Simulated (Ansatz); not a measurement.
# Cl2H2OSn: a dynamics run in two tries

Wanted: a short trajectory, and a check that the input is sound. SMILES of the start: [OH][SnH]([Cl])[Cl].

Method: RKS B3LYP/def2-SVP, in Ansatz 0.2.0.

**1. Starting point**

Bond lengths: Sn1–H2 1.703 Å, Sn1–Cl3 2.358 Å, Sn1–Cl4 2.358 Å, Sn1–O5 1.975 Å, O5–H6 0.969 Å. Angles: H2–Sn1–Cl3 112.2°, H2–Sn1–Cl4 112.2°, H2–Sn1–O5 107.9°, Cl3–Sn1–Cl4 106.6°, Cl3–Sn1–O5 108.9°, Cl4–Sn1–O5 108.9°, Sn1–O5–H6 113.0°.

Structure file:

```xyz
6

Sn    0.0047    0.0047    0.2441
H     0.3050    0.2315    1.9050
Cl    1.9955   -0.1231   -1.0122
Cl   -1.2644    1.7632   -0.6809
O    -0.9954   -1.6859    0.0345
H    -1.2090   -1.8883   -0.8886
```

**2. First try**

Contents of input.yaml:

```yaml
crystal:
  periodic: [false, false, false]
  atoms:
    - { symbol: Sn, position_ang: [0.004674, 0.00474, 0.244125] }
    - { symbol: H, position_ang: [0.305044, 0.231502, 1.905049] }
    - { symbol: Cl, position_ang: [1.995531, -0.123066, -1.012233] }
    - { symbol: Cl, position_ang: [-1.264354, 1.763223, -0.68086] }
    - { symbol: O, position_ang: [-0.995383, -1.68592, 0.034483] }
    - { symbol: H, position_ang: [-1.209012, -1.888278, -0.888564] }
basis:
  gaussian: { orbitals: def2-SVP }
hamiltonian:
  xc: b3lyp
md:
  timestep: 0.5
  n_steps: 25
  ensemble: nvt_langevin
  temperature: 500.0
  initial_velocities: maxwell_boltzmann
  seed: 360102
  friction: 0.02
  temperature_schedule: [{ n_steps: 500, end_temperature: 100.0 }]
```

Command:

```console
$ ansatz run input.yaml --threads 2 --pin off --max-ram 3072MiB --backend cpu --events-out ev --progress --plain --runs-dir out
```

What does the calculation give? Wanted: first try.

**Answer**, as computed:

| quantity | value |
| --- | --- |
| first try | refused |
| cause | the schedule's stages add up to more steps than the run has |

In words: The fault in the first input was caught at the input check and cost nothing.
